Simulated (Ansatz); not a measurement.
# C₃H₆B₂: how energies converge with the basis set

One table from this session's results is given with a row withheld; the runs are named, their logs left out.

Computed with Ansatz 0.2.0, Gaussian basis. Level: one geometry, several basis sets.

Levels to be run: PBE0-D4/def2-SVP; ωB97M-V/def2-SVP; PBE0-D4/def2-QZVPP; ωB97M-V/def2-QZVPP; the functionals' def2-TZVPP values are taken from earlier runs.

## The geometry

An earlier PBE0-D4 in a triple-zeta def2 set relaxation fixed the geometry.

SMILES `CBC1=CB1`, 11 atoms, charge 0, spin multiplicity 1.

Atoms are counted from 1 here; the program's logs count them from 0.

Bond lengths: C1–B2 1.562 Å, C1–H6 1.095 Å, C1–H7 1.090 Å, C1–H8 1.097 Å, B2–C3 1.495 Å, B2–H9 1.201 Å, C3–C4 1.357 Å, C3–B5 1.508 Å, C4–B5 1.435 Å, C4–H10 1.081 Å, B5–H11 1.180 Å. Angles: B2–C1–H6 110.3°, B2–C1–H7 115.2°, B2–C1–H8 108.4°, H6–C1–H7 109.0°, H6–C1–H8 105.0°, H7–C1–H8 108.5°, C1–B2–C3 123.2°, C1–B2–H9 119.8°, C3–B2–H9 117.0°, B2–C3–C4 155.8°, B2–C3–B5 144.4°, C4–C3–B5 59.8°, C3–C4–B5 65.3°, C3–C4–H10 135.0°, B5–C4–H10 159.8°, C3–B5–C4 54.9°, C3–B5–H11 147.8°, C4–B5–H11 157.3°.

The first run:

in.yaml reads:

```yaml
crystal:
  periodic: [false, false, false]
  atoms:
    - {symbol: C, position_ang: [-1.145860, 0.774359, 1.197894]}
    - {symbol: B, position_ang: [-0.356009, 0.809231, -0.148838]}
    - {symbol: C, position_ang: [0.459621, -0.339253, -0.648801]}
    - {symbol: C, position_ang: [0.692929, -1.483411, -1.341057]}
    - {symbol: B, position_ang: [1.825449, -0.976828, -0.619783]}
    - {symbol: H, position_ang: [-0.834440, 1.603693, 1.842203]}
    - {symbol: H, position_ang: [-1.068755, -0.158033, 1.757952]}
    - {symbol: H, position_ang: [-2.204829, 0.964620, 0.982342]}
    - {symbol: H, position_ang: [-0.338455, 1.815478, -0.803574]}
    - {symbol: H, position_ang: [0.099493, -2.126936, -1.975077]}
    - {symbol: H, position_ang: [2.936453, -0.940020, -0.222664]}
basis:
  gaussian: {orbitals: def2-SVP}
hamiltonian: {xc: pbe0, dispersion: d4}
output: {orbitals: {seedname: orbitals}}
```

Started as:

```
$ ansatz run in.yaml --threads 2 --pin off --events-out ev --progress --plain --max-ram 4352MiB
```

Steps of the session up to this table: PBE0-D4 in def2-SVP; ωB97M-V in def2-SVP; PBE0-D4 in def2-QZVPP; ωB97M-V in def2-QZVPP.

One of the session's tables, all rows but one given; the rest of the session is left out.

It belongs to the step «Functionals by basis». 

```
functional       basis  HOMO (eV)
   PBE0-D4    def2-SVP      -7.69
   PBE0-D4  def2-TZVPP      -7.69
   PBE0-D4  def2-QZVPP      -7.70
   ωB97M-V    def2-SVP          ?
   ωB97M-V  def2-TZVPP      -9.94
   ωB97M-V  def2-QZVPP      -9.94
```

Estimate the missing values for ωB97M-V, def2-SVP.

**Answer.** HOMO (eV): -9.92. In the column «HOMO (eV)» it lies between ωB97M-V, def2-QZVPP (-9.94) and PBE0-D4, def2-QZVPP (-7.70).
